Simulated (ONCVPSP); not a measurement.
# An ONCV potential for Ti, from input to tests

Task: generate the file, and judge it by its errors in other configurations, its logarithmic derivatives, its ghosts and its cutoff.

Program: ONCVPSP 4.0.1. Reference atom: LDA (Perdew-Wang 92), scalar-relativistic, spherical and spin-unpolarised. All values are calculated.

**1. Settings**

Typed settings, in words:

```json
{
 "element": "titanium (Ti, Z = 22)",
 "type": "optimised norm-conserving Vanderbilt (ONCV)",
 "frozen core": "[Ne] 3s2",
 "valence charge": "10",
 "reference configuration": "3p6 3d2 4s2",
 "partial waves": "4s: rc 2.70 bohr, ncon 4, nbas 8, qcut 2 1/bohr, 1 projector; 3p: rc 1.25 bohr, ncon 4, nbas 9, qcut 9.4 1/bohr, 3 projectors, debl 2.8 Ha; 3d: rc 2.50 bohr, ncon 4, nbas 8, qcut 6.1 1/bohr, 3 projectors, debl 1.7 Ha",
 "local potential": "polynomial inside 1.10 bohr (lpopt 5, dvloc0 -1 Ha)",
 "core correction": "Teter function, fcfact 5.25, rcfact 1.5"
}
```

The nodes and maxima of the atom's own shells, from an earlier all-electron run, set the scale for the radii.

All-electron outer shells of the reference configuration (LDA (PZ), scalar-relativistic, ld1.x):

| shell | level (eV) | outermost node (bohr) | outermost maximum (bohr) |
| --- | --- | --- | --- |
| 3s | -62.26 | 0.40 | 0.87 |
| 3p | -38.78 | 0.37 | 0.90 |
| 4s | -4.60 | 1.25 | 2.88 |
| 3d | -4.46 | – | 0.97 |
| 4p | -1.54 | 1.39 | 3.80 |

**2. The generation run**

Contents of Ti.dat:

```
# ATOM AND REFERENCE CONFIGURATION
# atsym  z   nc   nv     iexc    psfile
  Ti 22.00    4    3  -001012      upf
#
#   n    l    f
    1    0    2.00
    2    0    2.00
    2    1    6.00
    3    0    2.00
    3    1    6.00
    3    2    2.00
    4    0    2.00
#
# PSEUDOPOTENTIAL AND OPTIMIZATION
# lmax
    2
#
#   l,   rc,      ep,       ncon, nbas, qcut
    0    2.70    0.00    4    8    2.00
    1    1.25    0.00    4    9    9.40
    2    2.50    0.00    4    8    6.10
#
# LOCAL POTENTIAL
# lloc, lpopt,  rc(5),   dvloc0
    4    5    1.10   -1.00
#
# VANDERBILT-KLEINMAN-BYLANDER PROJECTORs
# l, nproj, debl
    0    1    3.10
    1    3    2.80
    2    3    1.70
#
# MODEL CORE CHARGE
# icmod, fcfact, rcfact
    3    5.25    1.50
#
# LOG DERIVATIVE ANALYSIS
# epsh1, epsh2, depsh
   -3.00    5.00    0.02
#
# OUTPUT GRID
# rlmax, drl
    6.00    0.01
#
# TEST CONFIGURATIONS
# ncnf
    4
# nvcnf
#   n    l    f
    3
    3    1    6.00
    3    2    2.00
    4    0    1.00
#
    3
    3    1    6.00
    3    2    2.00
    4    0    0.00
#
    3
    3    1    6.00
    3    2    1.00
    4    0    0.00
#
    4
    3    1    6.00
    3    2    2.00
    4    0    0.00
    4    1    1.00
#
```

Command:

```sh
oncvpsp.x < Ti.dat > Ti.out
```

**Question.** What will these runs give? Wanted: cutoffs for 1 and 0.1 mHa per electron, occupied waves; bound ghosts; GHOST(+) flags; largest test error; largest phase difference near zero energy, channels read; rms error of d²Exc/dn², without and with the model core.

**Answer**, as computed:

| quantity | value |
| --- | --- |
| cutoffs for 1 and 0.1 mHa per electron, occupied waves | 19 Ha and 31 Ha |
| bound ghosts | s at -127.83 eV, d at -7.01 eV |
| GHOST(+) flags | none at low energy |
| largest test error (AE − PS) | +346 meV, for 3p6 3d1 4s0 |
| largest phase difference near zero energy, channels read | 2.801 rad |
| rms error of d²Exc/dn², without and with the model core | 4.72 and 2.47 mHa |

**Reading.** A bound ghost (s, d) makes it unfit for use: electrons can fall into a state that the atom doesn't have. The worst unpolarised test, 3p6 3d1 4s0, is off by 346 meV on 48.5 eV; by total energies transferability rates as poor. That test lies far up in energy; among those under 40 eV, nearer to bonding, the largest error is 12 meV. The potential is of middling hardness: the looser tolerance needs 19 Ha. At the looser tolerance the 3p wave is the slowest; 3d needs 15 Ha. Near zero energy the largest phase difference among the channels read is 2.80 rad, in the d channel. A step near π is an extra or missing state, not a misfit of shape. The pseudo curves have a pole with no partner nearby in the atom's: d at -0.26 Ha. All of this concerns the isolated atom, not yet a solid.
